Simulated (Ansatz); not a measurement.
What does this script print? It uses the Ansatz DFT code, driven from Python.

Script `lizn3_survey.py`:
```python
"""Bonding analysis of LiZn3."""

from pathlib import Path
import warnings

import ansatz as az
import numpy as np
from pymatgen.core import Structure
from pymatgen.core import Lattice, Structure
from pymatgen.io.ase import AseAtomsAdaptor
from scipy.ndimage import map_coordinates

params = {
    "occupations": "Fermi-Dirac",
    "smearing_width": 0.1,
}

pmg_structure = Structure(
    Lattice([[0.0, 3.01111119, 3.01111119], [3.01111119, 0.0, 3.01111119], [3.01111119, 3.01111119, 0.0]]),
    ["Li", "Zn", "Zn", "Zn"],
    [
        [0.0, 0.0, 0.0],
        [0.25, 0.25, 0.25],
        [0.75, 0.75, 0.75],
        [0.5, 0.5, 0.5],
    ],
)
xtal = az.Crystal.from_ase(AseAtomsAdaptor.get_atoms(pmg_structure))

base = xtal.calculation()
base = base.functional(az.Functional.PBESOL).kpoints(7)
base = base.occupations(params["occupations"], width=params["smearing_width"])
base = base.density().electron_localization_function()
base = base.output_files(volumetric_format="npy")
base = base.density_of_states(energy_step=0.05).populations()
with warnings.catch_warnings(record=True) as caught:
    warnings.simplefilter("always")
    result = base.run(threads=1, backend="cpu")
print("warnings raised:", sorted(w.category.__name__ for w in caught) or "none")
r = result.report

energy = r["free_energy_ev"]
print("LiZn3: {:.6f} eV = {:.6f} Ry = {:.6f} Ha".format(energy, energy / 13.605693, energy / 27.211386))
print("Fermi level {:.4f} eV, {} k-points, {} symmetry operations".format(r["fermi_energy_ev"], r["n_kpoints"], r["n_symmetry_ops"]))

# ELF is 0.5 in a uniform gas and nears 1 where pairs localise
folder = Path(result.write_results("elf"))
elf = np.load(folder / "elf.npy")
peak = np.unravel_index(elf.argmax(), elf.shape)
print(f"largest ELF {elf.max():.3f} at grid fractions", np.round(np.array(peak) / elf.shape, 3))
for level in (0.2, 0.5, 0.7, 0.8, 0.9):
    print(f"share of the cell with ELF over {level}: {np.mean(elf > level):.3f}")

final = Structure(result.lattice.cell_ang, [s.symbol for s in result.lattice.sites], [s.position_frac for s in result.lattice.sites])
# the grid holds the pseudo-density, which differs from the true one inside the cores
rho = result.density()
total = sum(channel.density_e_per_ang3 for channel in rho.channels[:2])
grid_cell = np.asarray(rho.fft_grid_basis) @ result.lattice.cell_ang
partner = min(final.get_neighbors(final[0], 5.0), key=lambda n: n.nn_distance)
line = np.linspace(final[0].coords, partner.coords, 11)
points = (line @ np.linalg.inv(grid_cell)) * rho.dims
values = map_coordinates(total, points.T, order=3, mode="grid-wrap")
print(f"from {final[0].specie} to {partner.specie}, {partner.nn_distance:.3f} A")
for t, value in zip(np.linspace(0, partner.nn_distance, 11), values):
    print(f"{t:7.3f} A  {value:9.4f} e/A^3")

dos = result.density_of_states()
energy = np.asarray(dos.energies_ev) - dos.fermi_ev
states, count = np.asarray(dos.spin_summed_g_bin_mean_per_ev), np.asarray(dos.spin_summed_integrated)
g_fermi = float(np.interp(0.0, energy, states))
print(f"g(E_F) = {g_fermi:.3f} states/eV per cell")
# Sommerfeld coefficient of bare band electrons: pi^2 k_B^2 g / 3
gamma = np.pi ** 2 / 3 * 8.617333e-5 ** 2 * g_fermi * 96485.33e3 / len(result.lattice.sites)
print(f"bare Sommerfeld coefficient {gamma:.2f} mJ/(mol of atoms K^2)")
for low, high in ((-10, -6), (-6, -3), (-3, 0), (0, 3)):
    print(f"states between {low} and {high} eV: {np.interp(high, energy, count) - np.interp(low, energy, count):.3f}")

files = Path(result.write_results("tables"))
print((files / "populations.tsv").read_text())
```

```console
$ python lizn3_survey.py
warnings raised: ['DeckWarning', 'PlacementWarning']
LiZn3: -10046.358367 eV = -738.393727 Ry = -369.196864 Ha
Fermi level 9.7446 eV, 20 k-points, 48 symmetry operations
largest ELF 0.996 at grid fractions [0. 0. 0.]
share of the cell with ELF over 0.2: 0.771
share of the cell with ELF over 0.5: 0.008
share of the cell with ELF over 0.7: 0.007
share of the cell with ELF over 0.8: 0.005
share of the cell with ELF over 0.9: 0.003
from Li to Zn, 2.608 A
  0.000 A     9.4513 e/A^3
  0.261 A     5.4780 e/A^3
  0.522 A     0.8352 e/A^3
  0.782 A     0.1025 e/A^3
  1.043 A     0.1047 e/A^3
  1.304 A     0.1523 e/A^3
  1.565 A     0.2844 e/A^3
  1.825 A     0.7631 e/A^3
  2.086 A     3.5042 e/A^3
  2.347 A    21.9647 e/A^3
  2.608 A    45.3987 e/A^3
g(E_F) = 0.923 states/eV per cell
bare Sommerfeld coefficient 0.54 mJ/(mol of atoms K^2)
states between -10 and -6 eV: 31.464
states between -6 and -3 eV: 2.396
states between -3 and 0 eV: 3.091
states between 0 and 3 eV: 3.049
# site	symbol	l	j	q
# orbitals = lowdin
# n_electrons = 39.000000
# spilling = 0.046853
0	Li	0_1S	-	1.989414
0	Li	0_2S	-	0.998005
1	Zn	0_4S	-	1.413306
1	Zn	2_3D	-	9.973202
2	Zn	0_4S	-	1.413306
2	Zn	2_3D	-	9.973202
3	Zn	0_4S	-	1.448536
3	Zn	2_3D	-	9.963742
```

Absolute energies stand on the zero of these potentials, so only differences at equal settings mean something. A total without «per atom» is that of the cell as typed. For a metal this k-point mesh is coarse: on a finer one energies can move by several to tens of meV an atom and pressures by half a GPa or more, differences at one mesh by less. Only differences from the Fermi energy are physical; the zero of the scale is a convention. Densities and potentials on the grid are those of the valence electrons, and inside the cores they hang on the potentials used. The structure comes from a database of computed cells and needn't be a stable or known phase. The computed bands are complete only to about 3.5 eV above the Fermi level; beyond that the density of states is undercounted. It ran for 2.5 s on 1 thread of Arm Neoverse V2, with other jobs on the host, peak memory 0.43 GiB.
